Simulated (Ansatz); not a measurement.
This script drives the Ansatz DFT code, driven from Python.

The script, `ch5ges_pa.py`:
```python
'''Proton affinity of CH5GeS(-) at one site.'''

import ansatz as az
from ase import Atoms
import numpy as np

params = {
    'basis': 'def2-SVP',
    'functional': 'r2SCAN',
    'dispersion': 'd3bj',
    'charge': -1,
    'force_tol': 0.01,
}

atoms = Atoms(['C', 'S', 'Ge', 'H', 'H', 'H', 'H', 'H'], positions=[
    (1.0673, -0.134, 0.4501),
    (0.3088, 1.4845, 0.1165),
    (-1.5755, 0.5977, -0.668),
    (1.1589, -0.7141, -0.4919),
    (2.0801, 0.0219, 0.8746),
    (0.4544, -0.6989, 1.1831),
    (-1.2564, -0.2891, -1.8987),
    (-2.2376, -0.268, 0.4343),
])
molecule = az.Crystal.molecule_from_ase(atoms)

base = molecule.calculation()
base = base.basis(gaussian=params['basis'])
base = base.functional(params['functional'], dispersion=params['dispersion'])
base = base.charge(params['charge'])
symbols = [site.symbol for site in molecule.cartesian_sites]
start = np.array([site.position_ang for site in molecule.cartesian_sites], dtype=float)
data = base.relax(force_tolerance=0.01, max_steps=100).run().report
end = np.array(data['positions_ang'])

# start the new hydrogen opposite the existing bonds
away = sum((end[1] - end[j]) / np.linalg.norm(end[1] - end[j]) for j in [0, 2]) + np.array([0.15, 0.1, -0.2])
proton = end[1] + 1.4 * away / np.linalg.norm(away)
acid = az.Crystal.molecule()
for symbol, place in zip(symbols, end):
    acid = acid.atom(symbol, place.tolist())
acid = acid.atom('H', proton.tolist())
protonated = (
    acid.calculation()
    .basis(gaussian=params['basis'])
    .functional(params['functional'], dispersion=params['dispersion'])
    .relax(force_tolerance=params['force_tol'], max_steps=80)
)
after = protonated.run().report
xyz = np.array(after['positions_ang'])
reach = np.linalg.norm(xyz[:-1] - xyz[-1], axis=1)
print(f'base {data["free_energy_ev"]:.5f} eV, protonated {after["free_energy_ev"]:.5f} eV')
print(f'the proton ends {reach.min():.3f} A from {symbols[reach.argmin()]}{reach.argmin()}')
print(f'electronic proton affinity {23.060548 * (data["free_energy_ev"] - after["free_energy_ev"]):.1f} kcal/mol')
```

It is started by `python ch5ges_pa.py`. Estimate its wall time and peak memory on 1 thread of Arm Neoverse V1, on a shared host.

It took about 2.3 min, with a peak of 0.22 GiB, for 2 runs of the engine.

`python ch5ges_pa.py` gives:
```text
DeckWarning: the engine holds no damping parameters fitted to this dispersion correction and functional, so the run takes those fitted to r2scan beside the three-body term, which d3bj leaves out (hamiltonian.dispersion, under Limitations)
base -68460.34194 eV, protonated -68474.62704 eV
the proton ends 1.354 A from S1
electronic proton affinity 329.4 kcal/mol
```
(Warnings from the package without file and line.)

Reading the output:
- Total energies depend on the basis set; only differences at equal settings carry meaning.
- The proton is put on one chosen atom, which needn't be the most basic site, so the molecule's proton affinity can be higher; the ends are stationary points, not checked by frequencies, and zero-point and thermal terms count only where printed.
- Anions want diffuse functions, which this basis lacks.
- A dispersion term here runs with damping parameters fitted for another variant or functional.
